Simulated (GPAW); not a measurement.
# CoO (Fm-3m) in GPAW: single point with LDA

Aim: the single point of CoO with LDA.

Program: GPAW 26.7.0. These are calculated values, not measurements. Logs are shortened: lines on timing, memory, paths and dates and some standing lists are left out, and cuts for length are marked. The log counts tension as positive stress, the text compression.

**1. The structure**

Symmetry: Fm-3m, No. 225, cubic system. Conventional cell: a = 4.263 Å, b = 4.263 Å, c = 4.263 Å, α = 90.00°, β = 90.00°, γ = 90.00°. Around Co (site symmetry m-3m) lie 6 O at 2.13 Å. O (site symmetry m-3m) has 6 Co at 2.13 Å as nearest neighbours.

**2. Single point, LDA, collinear spin, ferromagnetic start**

Input file run.py:

```python
from ase.dft.bandgap import bandgap
from ase.io import read, write
from ase.units import GPa
from gpaw import GPAW, PW

atoms = read('CoO.xyz')
atoms.set_initial_magnetic_moments([3.0, 0.0])

calc = GPAW(mode=PW(550),
            xc='LDA',
            kpts={'size': (9, 9, 9), 'gamma': True},
            occupations={'name': 'fermi-dirac', 'width': 0.05},
            nbands=17,
            maxiter=120,
            txt='gpaw.txt')
atoms.calc = calc
energy = atoms.get_potential_energy()
forces = atoms.get_forces()
stress = atoms.get_stress()
calc.write('gs.gpw')
write('result.traj', atoms)
print(f'Energy: {energy:.6f} eV')
print('Forces (eV/A):')
print(forces.round(4))
print('Stress (GPa):', (stress / GPa).round(3))
print('Moments:', calc.get_magnetic_moments().round(3))
print('Fermi level:', round(calc.get_fermi_level(), 4), 'eV')
print(f'Gap: {bandgap(calc)[0]:.4f} eV, direct: {bandgap(calc, direct=True)[0]:.4f} eV')
```

Input file CoO.xyz:

```xyz
2
Lattice="0.0000000000 2.1315016600 2.1315016600 2.1315016600 0.0000000000 2.1315016600 2.1315016600 2.1315016600 0.0000000000" Properties=species:S:1:pos:R:3 pbc="T T T"
Co     0.0000000000      0.0000000000      0.0000000000
O      2.1315016600      2.1315016600      2.1315016600
```

Potentials or basis: the program's PAW data sets (release 1.2.1) made for this functional, pw.

The run is started by

```console
OMP_NUM_THREADS=1 python run.py
```

gpaw.txt:

```text
__  _  _
 | _ |_)|_||  |
 |__||  | ||/\| - 26.7.0

Input parameters:
  mode=PW(ecut=550.0),
  kpts=MonkhorstPack(size=(9, 9, 9), gamma=True),
  maxiter=120,
  nbands=17,
  occupations=Occupations(name='fermi-dirac', width=0.05),
  xc=XC(name='LDA')

Diagonalizing LCAO Hamiltonian
Converting LCAO to pw mode

              O

       Co

Atoms  # Å, Bohr magnetons
|   | symbol |        x |        y |        z |    initial magnetic moments |
|---|--------|----------|----------|----------|-----------------------------|
| 0 |     Co | 0.000000 | 0.000000 | 0.000000 | ( 0.0000,  0.0000,  3.0000) |
| 1 |      O | 2.131502 | 2.131502 | 2.131502 | ( 0.0000,  0.0000,  0.0000) |

Unit cell  # Å
| periodic |        x |        y |        z |  lengths |    angles |
|----------|----------|----------|----------|----------|-----------|
|      yes | 0.000000 | 2.131502 | 2.131502 | 3.014399 | 60.000000 |
|      yes | 2.131502 | 0.000000 | 2.131502 | 3.014399 | 60.000000 |
|      yes | 2.131502 | 2.131502 | 0.000000 | 3.014399 | 60.000000 |

Number of symmetries: 48
Symmetry operations  # r_c * U_cc + t_c -> r_c
|    | kind |            matrix            |
|----|------|------------------------------|
|  0 |  σ   |  1, 0, 0,  1, 0,-1,  1,-1, 0 |
|  1 |  C2  |  1, 0, 0,  1,-1, 0,  1, 0,-1 |
|  2 |  E   |  1, 0, 0,  0, 1, 0,  0, 0, 1 |
|  3 |  σ   |  1, 0, 0,  0, 0, 1,  0, 1, 0 |
|  4 |  C4  |  1, 0,-1,  1, 0, 0,  1,-1, 0 |
|  5 |  S6  |  1, 0,-1,  1,-1, 0,  1, 0, 0 |
|  6 |  σ   |  1, 0,-1,  0, 1,-1,  0, 0,-1 |
|  7 |  C3  |  1, 0,-1,  0, 0,-1,  0, 1,-1 |
|  8 |  S6  |  1,-1, 0,  1, 0, 0,  1, 0,-1 |
|  9 |  C4  |  1,-1, 0,  1, 0,-1,  1, 0, 0 |
| 10 |  C3  |  1,-1, 0,  0,-1, 1,  0,-1, 0 |
| 11 |  σ   |  1,-1, 0,  0,-1, 0,  0,-1, 1 |
| 12 |  σ   |  0, 1, 0,  1, 0, 0,  0, 0, 1 |
| 13 |  C4  |  0, 1, 0,  0, 1,-1, -1, 1, 0 |
| 14 |  C3  |  0, 1, 0,  0, 0, 1,  1, 0, 0 |
| 15 |  S6  |  0, 1, 0, -1, 1, 0,  0, 1,-1 |
| 16 |  C2  |  0, 1,-1,  1, 0,-1,  0, 0,-1 |
| 17 |  σ   |  0, 1,-1,  0, 1, 0, -1, 1, 0 |
| 18 |  S4  |  0, 1,-1,  0, 0,-1,  1, 0,-1 |
| 19 |  C4  |  0, 1,-1, -1, 1, 0,  0, 1, 0 |
| 20 |  C3  |  0, 0, 1,  1, 0, 0,  0, 1, 0 |
| 21 |  σ   |  0, 0, 1,  0, 1, 0,  1, 0, 0 |
| 22 |  S6  |  0, 0, 1,  0,-1, 1, -1, 0, 1 |
| 23 |  C4  |  0, 0, 1, -1, 0, 1,  0,-1, 1 |
| 24 |  S4  |  0, 0,-1,  1, 0,-1,  0, 1,-1 |
| 25 |  C3  |  0, 0,-1,  0, 1,-1,  1, 0,-1 |
| 26 |  C2  |  0, 0,-1,  0,-1, 0, -1, 0, 0 |
| 27 |  S6  |  0, 0,-1, -1, 0, 0,  0,-1, 0 |
| 28 |  S4  |  0,-1, 1,  1,-1, 0,  0,-1, 0 |
| 29 |  C4  |  0,-1, 1,  0, 0, 1, -1, 0, 1 |
| 30 |  C2  |  0,-1, 1,  0,-1, 0,  1,-1, 0 |
| 31 |  σ   |  0,-1, 1, -1, 0, 1,  0, 0, 1 |
| 32 |  C3  |  0,-1, 0,  1,-1, 0,  0,-1, 1 |
| 33 |  S6  |  0,-1, 0,  0, 0,-1, -1, 0, 0 |
| 34 |  S4  |  0,-1, 0,  0,-1, 1,  1,-1, 0 |
| 35 |  C2  |  0,-1, 0, -1, 0, 0,  0, 0,-1 |
| 36 |  C2  | -1, 1, 0,  0, 1, 0,  0, 1,-1 |
| 37 |  S6  | -1, 1, 0,  0, 1,-1,  0, 1, 0 |
| 38 |  S4  | -1, 1, 0, -1, 0, 1, -1, 0, 0 |
| 39 |  C3  | -1, 1, 0, -1, 0, 0, -1, 0, 1 |
| 40 |  S6  | -1, 0, 1,  0, 0, 1,  0,-1, 1 |
| 41 |  C2  | -1, 0, 1,  0,-1, 1,  0, 0, 1 |
| 42 |  C3  | -1, 0, 1, -1, 1, 0, -1, 0, 0 |
| 43 |  S4  | -1, 0, 1, -1, 0, 0, -1, 1, 0 |
| 44 |  C2  | -1, 0, 0,  0, 0,-1,  0,-1, 0 |
| 45 |  i   | -1, 0, 0,  0,-1, 0,  0, 0,-1 |
| 46 |  σ   | -1, 0, 0, -1, 1, 0, -1, 0, 1 |
[... 84 lines left out ...]
    cutoffs:
      filter: 1.17  # [Å]
      core: 0.83  # [Å]
    projectors
    | kind |    occ | energy [eV] | rcut [Å] |
    |------|--------|-------------|----------|
    |   2s |  2.000 |     -23.752 |    0.688 |
    |   2p |  4.000 |      -9.195 |    0.598 |
    |    s |        |       3.459 |    0.688 |
    |    p |        |      18.016 |    0.598 |
    |    d |        |       0.000 |    0.619 |

    Using partial waves for O as LCAO basis

Reference energy: -39866.174772  # eV

eigensolver:
  PPCG
  Converge bands: occupied
  niter=2

density mixing:
  MSR1-Mixer
  Pratt-step length: 0.05
  Maximum mixing coefficient: 0.75
  Old densities: 10
  SVD Regularization: 0.005
  Good broyden scale: 1.0
  Trust region scale: 1.0
  Backstep threshold: 4.0
  History deletion threshold: 6.0
  Fourier metric: weight=20.0, sigma=0.015

occupation numbers:
  Fermi-Dirac:
    width: 0.0500  # eV

poisson solver:
  ecut: 4400.0  # eV

xc functional:
  name: None

convergence criteria:
- Maximum [total energy] change in last 3 cyles: 0.0005 eV / valence electron
- Maximum integral of absolute [dens]ity change: 0.0001 electrons / valence electron
- Maximum integral of absolute [eigenst]ate change: 4e-08 eV^2 / valence electron
maximum number of iterations: 120

SCF iterations
|iter     | |      energy | eigst |  dens |  magmom |
|---------|-|-------------|-------|-------|---------|
|iter:   1| |  -16.450974 | -0.05 |       |  +3.0020|
|iter:   2| |  -16.261789 | -2.02 | -0.92 |  +3.0019|
|iter:   3| |  -15.900975 | -2.21 | -0.96 |  +3.0009|
|iter:   4| |  -15.929378 | -2.79 | -1.26 |  +2.9133|
|iter:   5| |  -15.934259 | -3.02 | -1.56 |  +2.9036|
|iter:   6| |  -15.937407 | -3.60 | -1.65 |  +2.8368|
|iter:   7| |  -15.937624c| -5.44 | -2.51 |  +2.8330|
|iter:   8| |  -15.937646c| -5.88 | -3.08 |  +2.8349|
|iter:   9| |  -15.937660c| -6.07 | -3.30 |  +2.8412|
|iter:  10| |  -15.937662c| -7.95c| -4.06c|  +2.8421|

Converged in 10 steps
Energy contributions relative to reference atoms: (reference = -39866.174772)

Energy contributions:
  Kinetic:          19.954545
  Coulomb:         -17.325718
  Zero:              0.059141
  External:          0.000000
  Xc:              -18.608960
  Entropy:          -0.033342
  Spinorbit:         0.000000
  ----------------------------
  Free energy:     -15.954333
  Extrapolated:    -15.937662

dipole moment: (-11.426555, -11.426555, -11.426555)  # |e|*Ang

Total magnetic moment: (0.000000, 0.000000, 2.842120)

Local magnetic moments
|        x |        y |        z |
|----------|----------|----------|
| 0.000000 | 0.000000 | 2.427709 |  # Co   0
| 0.000000 | 0.000000 | 0.238704 |  # O    1

Fermi level: 8.411
Eigenvalues  # (at kpt = [0.000, 0.000, 0.000])
| band index |      eig [eV] | occ [0-1] |      eig [eV] | occ [0-1] |
|------------|---------------|-----------|---------------|-----------|
|          0 |       -11.788 |     1.000 |       -11.265 |     1.000 |
|          1 |         5.034 |     1.000 |         5.619 |     1.000 |
|          2 |         5.034 |     1.000 |         5.619 |     1.000 |
|          3 |         5.034 |     1.000 |         5.619 |     1.000 |
|          4 |         5.318 |     1.000 |         7.306 |     1.000 |
|          5 |         5.318 |     1.000 |         7.306 |     1.000 |
[... 9 lines left out ...]
|         15 |        29.327 |     0.000 |        30.207 |     0.000 |
|         16 |        29.327 |     0.000 |        30.207 |     0.000 |

No gap
No difference between direct/indirect transitions

Forces  # eV/Ang
|       x |       y |       z |
|---------|---------|---------|
| 0.00000 | 0.00000 | 0.00000 |  # Co   0
| 0.00000 | 0.00000 | 0.00000 |  # O    1

Stress tensor  # eV/Ang^3
|         x |         y |        z |
|-----------|-----------|----------|
|  0.190540 | -0.000000 | 0.000000 |
| -0.000000 |  0.190540 | 0.000000 |
|  0.000000 |  0.000000 | 0.190540 |

# Writing to gs.gpw (mode='')
```

stdout:

```text
Energy: -15.937662 eV
Forces (eV/A):
[[0. 0. 0.]
 [0. 0. 0.]]
Stress (GPa): [30.528 30.528 30.528  0.     0.    -0.   ]
Moments: [2.428 0.239]
Fermi level: 8.4112 eV
Gap: 0.0000 eV, direct: 0.0000 eV
```

Wall time 17 s (1 thread of Arm Neoverse V2, shared host); peak memory 0.17 GiB.

The run converged, but some of its settings lie outside the range that counts as converged, so its numbers aren't taken as properties of the crystal.

What came out:

| Quantity | Value |
| --- | --- |
| Free energy | -15.9543 eV |
| Pressure | -30.5 GPa |
| Band gap on the k mesh | none (metal or under the smearing width) |
| Net moment | 2.84 μB per cell |
| Site moments | Co +2.43; O +0.24 μB |

Caveat: the cutoff is short for stress and forces, so pressures can be off by a GPa or more; a pressure of tens of GPa on the cell as given is suspect, and the run, the potentials or the cell itself is likely at fault; a cell with one magnetic atom can't hold antiferromagnetic order, which such compounds often take; semilocal functionals often make such compounds metallic where correlation or magnetic order opens a gap, which also shifts bond lengths.
